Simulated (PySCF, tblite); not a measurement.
# C8H12P2: geometry, infrared bands and NMR shifts

What infrared bands and NMR shifts should C8H12P2 (`Cc1pcc(C(C)C)cp1`) show?

Programs: tblite 0.8.0 and PySCF 2.14.0, with density-fitted response routines of our own. Each step states its level of theory. These are calculated values for one molecule in the gas phase, unless marked as measured. Atoms count from 0, in the outputs and in this text.

## Step 1: Starting geometry

22 atoms, charge 0, multiplicity 1; geometry from: force field or distance geometry start.

Bonds of the start (Å): C0–C1 1.50, C1–P2 1.82, P2–C3 1.84, C3–C4 1.43, C4–C5 1.54, C5–C6 1.53, C5–C7 1.53, C4–C8 1.41, C8–P9 1.83, P9–C1 1.85, C0–H10 1.09, C0–H11 1.09, C0–H12 1.10, C3–H13 1.08, C5–H14 1.10, C6–H15 1.10, C6–H16 1.09, C6–H17 1.10, C7–H18 1.09, C7–H19 1.10, C7–H20 1.10, C8–H21 1.09.

## Step 2: Relaxing the molecule with GFN2-xTB

What the job is given:

```
{"job": {"kind": "relax", "xc": "GFN2-xTB", "basis": "xTB"}, "charge": 0, "multiplicity": 1}
C      3.957900    -0.775900    -1.039500
C      2.746900     0.011100    -0.620600
P      1.860600     1.071300    -1.805300
C      0.150700     0.671400    -1.262800
C     -0.227700     0.280000     0.060500
C     -1.730200     0.033300     0.318400
C     -2.272000    -1.112700    -0.533400
C     -2.547200     1.312000     0.131400
C      0.640000     0.082300     1.157400
P      2.445100     0.358100     1.174300
H      4.832400    -0.132000    -1.063800
H      3.798800    -1.203400    -2.034500
H      4.135500    -1.603400    -0.342500
H     -0.603900     0.801600    -2.021300
H     -1.852300    -0.256600     1.372500
H     -3.310800    -1.338500    -0.238600
H     -2.261400    -0.875900    -1.595600
H     -1.682700    -2.032000    -0.382800
H     -2.164400     2.127800     0.750000
H     -3.590300     1.136600     0.424200
H     -2.556200     1.651700    -0.910200
H      0.220600    -0.187600     2.124300
```

Command:

```
> OMP_NUM_THREADS=1 python probes_run.py task.json out
```

The driver reads the jobs from task.json and runs them one after another.

**Question.** This job is followed by: GFN2-xTB harmonic vibrations, gas phase; GIAO PBE0/pcSseg-1 NMR shielding, non-relativistic, gas phase. What will the session give for the following? strongest single infrared mode (GFN2-xTB); zero-point energy (GFN2-xTB); ¹³C shifts against TMS (PBE0/pcSseg-1, means over atoms taken as alike); ¹H shifts against TMS (PBE0/pcSseg-1, means over atoms taken as alike); ³¹P shifts against H3PO4 (PBE0/pcSseg-1, means over atoms taken as alike).

**Answer**, as computed:

```
                                                                 quantity                                      value
                                strongest single infrared mode (GFN2-xTB)                       3035 cm⁻¹, 70 km/mol
                                             zero-point energy (GFN2-xTB)                             110.8 kcal/mol
  ¹³C shifts against TMS (PBE0/pcSseg-1, means over atoms taken as alike)  215.6, 161.0, 156.1, 45.9, 30.6, 27.0 ppm
   ¹H shifts against TMS (PBE0/pcSseg-1, means over atoms taken as alike)                 9.09, 3.38, 2.80, 1.35 ppm
³¹P shifts against H3PO4 (PBE0/pcSseg-1, means over atoms taken as alike)                                  267.2 ppm
```

The optimisation took 95 steps and gained 1.564 eV; among the close pairs (by a distance rule), C1–P9 changed most, from 1.853 to 1.739 Å. All 60 modes are real, so the xTB geometry is a minimum. Unscaled tight-binding wavenumbers are off by several per cent, some by more. Its intensities can rank the bands wrongly. At PBE0/pcSseg-1: The largest span, 706 ppm, is at P2, P9, where the paramagnetic term is -919 ppm. NICS(1)zz of -24 ppm above the planar ring from C1 marks a diatropic (aromatic) ring current.
